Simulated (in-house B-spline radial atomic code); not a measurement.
# F²⁺: RPA and G0W0 on different mean-field starts

Question: which mean-field start gives which removal energy for F²⁺, before and after G0W0?

Method: RPA, second order, AC-SOSEX and G0W0 (contour deformation) on a scalar-relativistic mean field, all electrons; no spin-orbit coupling, Breit or QED terms, no two-electron picture change. Code: an in-house B-spline radial atomic code, version 1.

## (1) What is computed

| Property | Result |
| --- | --- |
| element | fluorine (Z = 9) |
| charge | +2 |
| electrons | 7 |
| configuration | [He] 2s2 2p3 |
| Hamiltonian | scalar-relativistic (spin-free one-electron X2C), finite nucleus |
| starts | Hartree-Fock, LDA (VWN5), PBE, PBE0, r2SCAN, HSE06, B3LYP, SCAN, TPSS, BHandHLYP, CAM-B3LYP, LC-ωPBE, ωB97X, PBEsol, BLYP, r2SCAN0, exchange-only LDA |

The outer shells:

F2+
```
[He] core
2s [↑↓]
2p [↑ ][↑ ][↑ ]
```

## (2) Run with the Hartree-Fock start

Settings, as recorded:

```ini
Z = 9
electrons = 7.0
configuration = [He] 2s2 2p3
hamiltonian = x2c
method = hf
lmax = 9
rms_radius = 2.8976
spin_polarised = True
box_radius = 17.55
intervals = 71
```

Launch:

```console
$ python run_gw.py task.json out
```

task.json lists these runs, among others, and the program works through them in turn.

Further steps of the session: Run with the LDA (VWN5) start; Run with the PBE start; Run with the PBE0 start; Run with the r2SCAN start; Run with the HSE06 start; Run with the B3LYP start; Run with the SCAN start; Run with the TPSS start; Run with the BHandHLYP start; Run with the CAM-B3LYP start; Run with the LC-ωPBE start; Run with the ωB97X start; Run with the PBEsol start; Run with the BLYP start; Run with the r2SCAN0 start; Run with the exchange-only LDA start.

Before running it: what results should come out? Wanted: highest level, mean field; highest level, G0W0; RPA correlation energy; RPA+SOSEX.

The runs gave:

| quantity | value |
| --- | --- |
| highest level, mean field (range over the runs) | -63.88 to -50.36 eV |
| highest level, G0W0 (range over the runs) | -63.21 to -62.07 eV |
| RPA correlation energy | -0.3592 to -0.3032 hartree |
| RPA+SOSEX | -0.1869 to -0.1618 hartree |
| semi-empirical ionisation energy (2p shell) | 62.708 eV (NIST Atomic Spectra Database, ionization energies) |
| G0W0 removal energy less that value | -0.635 to +0.503 eV |

In words: Across the starts the mean-field level varies by 13.5 eV and the G0W0 level by 1.1 eV (8.4 % as much). Semilocal starts leave the level too high; G0W0 lowers it by 9.5 to 12 eV. The RPA energy is largest in size on BLYP and smallest on Hartree-Fock, 16 % apart; over the runs it loosely follows the gap of the start, as smaller excitation energies give more correlation. Against the semi-empirical ionisation energy, 62.708 eV, G0W0 is nearest on CAM-B3LYP (-0.031 eV) and farthest on BLYP (-0.63 eV). Spin-orbit coupling is left out; in a half-filled shell it acts at second order, but the ion left behind splits at first order. Read as a removal energy, the bare PBE level is off by -11.1 eV (-18 %) and the nearest bare level, Hartree-Fock's, by +1.17 eV.
